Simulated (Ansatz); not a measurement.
The system is CaNi2.

```
Ni Ca
1.0
     0.00000    3.56266    3.56266
     3.56266    0.00000    3.56266
     3.56266    3.56266    0.00000
Ni Ca
4 2
Direct
  0.12500 0.12500 0.62500
  0.12500 0.62500 0.12500
  0.62500 0.12500 0.12500
  0.12500 0.12500 0.12500
  0.75000 0.75000 0.75000
  0.50000 0.50000 0.50000
```

The cell is a database's computed one.

```yaml
Program: Ansatz 0.2.0
Task: relaxation of cell and atoms
Functional: RPBE
Potentials_or_basis: Ansatz PAW
Cutoff: "420 eV (not typed: the program's choice for these potentials)"
k_mesh: 7 × 7 × 7
Occupations: fermi-dirac, width 0.05 eV
Spin: collinear spin, ferromagnetic start
Starting_moments: "[1.0, 1.0, 1.0, 1.0, 0.0, 0.0] μB"
```

At the start: volume 15.07 Å³/atom.

Task: How do energy, volume and symmetry change on relaxing?

Result: It ends after 5 steps and the volume is 16.17 Å³/atom (+7.3 %); space group Fd-3m (No. 227, to 0.05 Å); moment 0.00 μB per cell.

Step by step:
```csv
step,energy change (eV),largest force (eV/Å),volume (Å³)
1,0.0000,0.0000,90.44
2,-0.1239,0.0000,95.72
3,-0.1284,0.0000,96.91
4,-0.1284,0.0000,97.05
5,-0.1295,0.0000,97.05
```

Final structure:
```
CELL_PARAMETERS angstrom
0.00000 3.64740 3.64740
3.64740 0.00000 3.64740
3.64740 3.64740 0.00000
ATOMIC_POSITIONS crystal
Ni 0.12500 0.12500 0.62500
Ni 0.12500 0.62500 0.12500
Ni 0.62500 0.12500 0.12500
Ni 0.12500 0.12500 0.12500
Ca 0.75000 0.75000 0.75000
Ca 0.50000 0.50000 0.50000
```

Caveat: the plane-wave basis is chosen anew once the cell has moved, so the energies of steps on either side of that aren't comparable; the PAW data sets come from PBE, with cores solved anew for the run's functional, which leaves a small shift of forces and pressure; the starting moments weren't kept.
